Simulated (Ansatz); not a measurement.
**BiAs (CsCl type): a single-point run**

The task is a single-point run on BiAs (CsCl type). The structure is shown as the input types it.

Method: DFT, PBEsol, PAW with Ansatz's default frozen-core files, scalar-relativistic, in Ansatz 0.2.0.

### 1 Starting point

Symmetry: Pm-3m, No. 221, cubic system. The conventional cell has a = 3.630 Å, b = 3.630 Å, c = 3.630 Å, α = 90.00°, β = 90.00°, γ = 90.00°. Around Bi (site symmetry m-3m) lie 8 As at 3.14 Å. Around As (site symmetry m-3m) lie 8 Bi at 3.14 Å.

Structure file:

```
CELL_PARAMETERS angstrom
3.62973 0.00000 0.00000
0.00000 3.62973 0.00000
0.00000 0.00000 3.62973
ATOMIC_POSITIONS crystal
Bi 0.00000 0.00000 0.00000
As 0.50000 0.50000 0.50000
```

### 2 Input and run

File input.yaml:

```yaml
crystal:
  lattice:
    - [3.6297335181, 0.0, 0.0]
    - [0.0, 3.6297335181, 0.0]
    - [0.0, 0.0, 3.6297335181]
  atoms:
    - { symbol: Bi, position: [0.0, 0.0, 0.0] }
    - { symbol: As, position: [0.5, 0.5, 0.5] }
kpoints:
  mp_grid: { grid: [12, 12, 12] }
  band_paths:
    path:
      - [0.0, 0.0, 0.0]
      - [0.0, 0.5, 0.0]
      - [0.5, 0.5, 0.0]
      - [0.0, 0.0, 0.0]
      - [0.5, 0.5, 0.5]
      - [0.0, 0.5, 0.0]
      - [0.5, 0.5, 0.5]
      - [0.5, 0.5, 0.0]
    npoints: 8
scf:
  occupations: { method: fermi_dirac, width: 0.08 }
  max_iter: 80
hamiltonian:
  xc: pbesol
  pseudopotentials: { kind: paw }
output:
  forces: true
  stress: true
  eigenvalues: true
  populations: true
```

Launch:

```sh
$ ansatz run input.yaml --threads 1 --pin off --max-ram 2048MiB --backend cpu --events-out ev --progress --plain --runs-dir out
```

Q: Will this input give a usable result? If not, why, and what should change?

The program refused the input before any cycle. Its message: «line 11 column 3: unknown field `band_paths`, expected one of mp_grid, list, band_path, initial_grid, further_shifts»

Look at the input: kpoints.band_paths.npoints is 8. The parser met a name that isn't among its keywords: a slip in spelling.

The cure: correct the name of the key.
